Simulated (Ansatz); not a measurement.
**GeH3 radical: a ladder of functionals and wavefunction methods**

The task here is to estimate one member of a computed series from the others.

Program: Ansatz 0.2.0, Gaussian basis. Level of theory: functionals in def2-TZVPP, the program's frozen cores in correlated methods. These are calculated values, not measurements.

Levels to be run: LDA (SPW92), PBE-D4, revPBE-D4, BLYP-D4, r2SCAN-D4, B97M-V, PBE0-D4, B3LYP-D4, r2SCANh-D4, r2SCAN0-D4, HSE06-D4, BHLYP-D4, CAM-B3LYP-D4, LC-ωPBE, ωB97X-V, ωB97M-V, B2PLYP, PBE-QIDH; CCSD(T)/def2-SVP; CCSD(T)/def2-TZVPP; CCSD(T)/def2-QZVPP; extrapolation to the limit; RPA on PBE.

## Structure used throughout

All runs share one geometry, relaxed beforehand with PBE0-D4 in a triple-zeta def2 set.

4 atoms, charge 0, spin multiplicity 2.

Atoms are counted from 1 here; the program's logs count them from 0.

Bond lengths: Ge1–H2 1.539 Å, Ge1–H3 1.539 Å, Ge1–H4 1.539 Å. Angles: H2–Ge1–H3 111.1°, H2–Ge1–H4 111.1°, H3–Ge1–H4 111.1°.

The first run:

in.yaml

```yaml
crystal:
  periodic: [false, false, false]
  atoms:
    - {symbol: Ge, position_ang: [0.214577, -0.125905, -0.249397]}
    - {symbol: H, position_ang: [1.055031, 0.109610, 1.018261]}
    - {symbol: H, position_ang: [-0.882773, -1.175870, -0.000057]}
    - {symbol: H, position_ang: [-0.386834, 1.192155, -0.768808]}
basis:
  gaussian: {orbitals: def2-TZVPP}
magnetization: {spin_polarized: true, initial_magnetization: 1}
hamiltonian: {xc: lda}
output: {orbitals: {seedname: orbitals}}
```

Steps of the session up to this table: LDA; PBE-D4 (GGA); revPBE-D4 (GGA); BLYP-D4 (GGA); r2SCAN-D4 (meta-GGA); B97M-V (meta-GGA); PBE0-D4 (hybrid); B3LYP-D4 (hybrid); r2SCANh-D4 (hybrid); r2SCAN0-D4 (hybrid); HSE06-D4 (hybrid); BHLYP-D4 (hybrid); CAM-B3LYP-D4 (range-separated); LC-ωPBE-D4 (range-separated; the results give it without D4); ωB97X-V (range-separated); ωB97M-V (range-separated); B2PLYP (double hybrid); PBE-QIDH (double hybrid).

One of the session's tables, all rows but one given; the rest of the session is left out.

It belongs to the step «Orbital energies across the functionals». 

| functional | HOMO (eV) | LUMO (eV) | gap (eV) |
| --- | --- | --- | --- |
| LDA (SPW92) | -5.21 | -4.11 | 1.11 |
| PBE-D4 | -5.21 | -3.72 | 1.49 |
| revPBE-D4 | -5.19 | -3.57 | 1.62 |
| BLYP-D4 | -4.99 | -3.79 | 1.20 |
| r2SCAN-D4 | -5.61 | -3.27 | 2.34 |
| B97M-V | -5.37 | -3.97 | 1.39 |
| PBE0-D4 | -6.29 | -2.73 | 3.56 |
| B3LYP-D4 | -6.01 | -3.18 | 2.83 |
| r2SCANh-D4 | -6.00 | -2.94 | 3.06 |
| r2SCAN0-D4 | -6.58 | -2.45 | 4.13 |
| HSE06-D4 | ? | ? | ? |
| BHLYP-D4 | -7.16 | -1.92 | 5.23 |
| CAM-B3LYP-D4 | -7.49 | -1.84 | 5.65 |
| LC-ωPBE | -8.92 | -0.32 | 8.60 |
| ωB97X-V | -8.40 | -0.82 | 7.58 |
| ωB97M-V | -8.26 | -0.92 | 7.34 |

**Question.** Estimate the row for HSE06-D4.

The run gave: HOMO (eV): -5.90; LUMO (eV): -3.11; gap (eV): 2.79. In the column «HOMO (eV)» it lies between r2SCANh-D4 (-6.00) and r2SCAN-D4 (-5.61).
